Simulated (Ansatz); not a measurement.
# TiBiTe3: the cost of one run

Computed with Ansatz 0.2.0 (DFT PBE, scalar-relativistic, plane waves, PAW, unless a step's input says otherwise).

### 1 Starting point

It takes space group P6/mmm (No. 191, hexagonal). The conventional cell has a = 5.304 Å, b = 5.304 Å, c = 6.916 Å, α = 90.00°, β = 90.00°, γ = 120.00°. Ti (site symmetry 6/mmm) is surrounded by 2 Bi at 3.46 Å. Around Bi (site symmetry 6/mmm) lie 6 Te at 2.65 Å. Around Te (site symmetry mmm) lie 4 Te at 2.65 Å and 2 Bi at 2.65 Å.

Coordinates:

```
Ti Bi Te
1.0
     5.30410    0.00000    0.00000
    -2.65205    4.59349    0.00000
     0.00000    0.00000    6.91629
Ti Bi Te
1 1 3
Direct
  0.00000 0.00000 0.00000
  0.00000 0.00000 0.50000
  0.50000 0.00000 0.50000
  0.00000 0.50000 0.50000
  0.50000 0.50000 0.50000
```

Recipe of the guess: random cell by space group and Wyckoff sites (P6/mmm, No. 191). The dimensions are guesses.

### 2 A first look at the guess

Input file input.yaml:

```yaml
crystal:
  lattice:
    - [5.30410295, 0.0, 0.0]
    - [-2.65205147, 4.5934879, 0.0]
    - [0.0, 0.0, 6.91628562]
  atoms:
    - { symbol: Ti, position: [0.0, 0.0, 0.0] }
    - { symbol: Bi, position: [0.0, 0.0, 0.5] }
    - { symbol: Te, position: [0.5, 0.0, 0.5] }
    - { symbol: Te, position: [0.0, 0.5, 0.5] }
    - { symbol: Te, position: [0.5, 0.5, 0.5] }
basis:
  ecutwfc: 420
kpoints:
  mp_grid: { grid: [6, 6, 4] }
hamiltonian:
  xc: pbe
scf:
  occupations: { method: gaussian, width: 0.1 }
  lower_state_search: "off"
output:
  forces: true
  stress: true
  eigenvalues: true
```

Started as:

```
$ ansatz run input.yaml --threads 1 --pin off --max-ram 2560MiB --backend cpu --events-out ev --progress --plain --runs-dir out
```

**Question.** How long does this run take on 1 thread of Intel Xeon at 2.50GHz (Skylake/Cascade Lake), shared host, and how much memory does it need?

About 21 s, with a peak of 0.51 GiB.
